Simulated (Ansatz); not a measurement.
# Cl2FH2HfN: the cost of one run

Program: Ansatz 0.2.0, Gaussian basis. Level of theory: the settings change from run to run. These are calculated values, not measurements.

### Step 1. The relaxed structure

The structure was relaxed beforehand with PBE0-D4 in a triple-zeta def2 set. Hf takes a core potential in def2 sets; no spin-orbit term is included.

SMILES `[NH2][Hf]([F])([Cl])[Cl]`, 7 atoms, charge 0, spin multiplicity 1.

Atoms are counted from 1 here; the program's logs count them from 0.

Bond lengths: N1–Hf2 2.001 Å, N1–H6 1.011 Å, N1–H7 1.011 Å, Hf2–F3 1.892 Å, Hf2–Cl4 2.349 Å, Hf2–Cl5 2.349 Å. Angles: Hf2–N1–H6 125.8°, Hf2–N1–H7 125.2°, H6–N1–H7 109.0°, N1–Hf2–F3 105.6°, N1–Hf2–Cl4 109.0°, N1–Hf2–Cl5 109.0°, F3–Hf2–Cl4 111.9°, F3–Hf2–Cl5 111.9°, Cl4–Hf2–Cl5 109.3°.

As a file:

```mol
Cl2FH2HfN
  3D, bonds by distance, orders not assigned

  7  6  0  0  0  0  0  0  0  0999 V2000
   -0.1134    1.2511    0.0588 N   0  0
   -0.0093   -0.7423   -0.0770 Hf  0  0
   -1.6885   -1.2946   -0.7502 F   0  0
    0.4181   -1.6331    2.0542 Cl  0  0
    1.7477   -1.3207   -1.5249 Cl  0  0
    0.6231    1.8606    0.3881 H   0  0
   -0.9163    1.8111   -0.1946 H   0  0
  1  2  8  0
  2  3  8  0
  2  4  8  0
  2  5  8  0
  1  6  8  0
  1  7  8  0
M  END
```

### Step 2. RPA/def2-SVPD

This run has atoms shaken by 0.03 Å, the search for lower states set to off.

in.yaml

```yaml
crystal:
  periodic: [false, false, false]
  atoms:
    - {symbol: N, position_ang: [-0.133854, 1.247656, 0.038041]}
    - {symbol: Hf, position_ang: [-0.018976, -0.714147, -0.078772]}
    - {symbol: F, position_ang: [-1.706879, -1.304523, -0.762911]}
    - {symbol: Cl, position_ang: [0.429537, -1.617830, 2.028391]}
    - {symbol: Cl, position_ang: [1.794574, -1.325051, -1.524830]}
    - {symbol: H, position_ang: [0.630564, 1.889185, 0.442307]}
    - {symbol: H, position_ang: [-0.942355, 1.834599, -0.180005]}
basis:
  gaussian: {orbitals: def2-SVPD}
hamiltonian: {xc: {name: PBE0}}
correlation: {method: rpa}
scf: {lower_state_search: off}
```

Run with:

```console
> ansatz run in.yaml --threads 4 --pin off --events-out ev --progress --plain --max-ram 10444MiB
```

Q: Estimate wall time and peak memory on 4 threads of Intel Xeon Platinum 8259CL at 2.50GHz, shared host.

About 3.3 s, with a peak of 0.4 GiB.
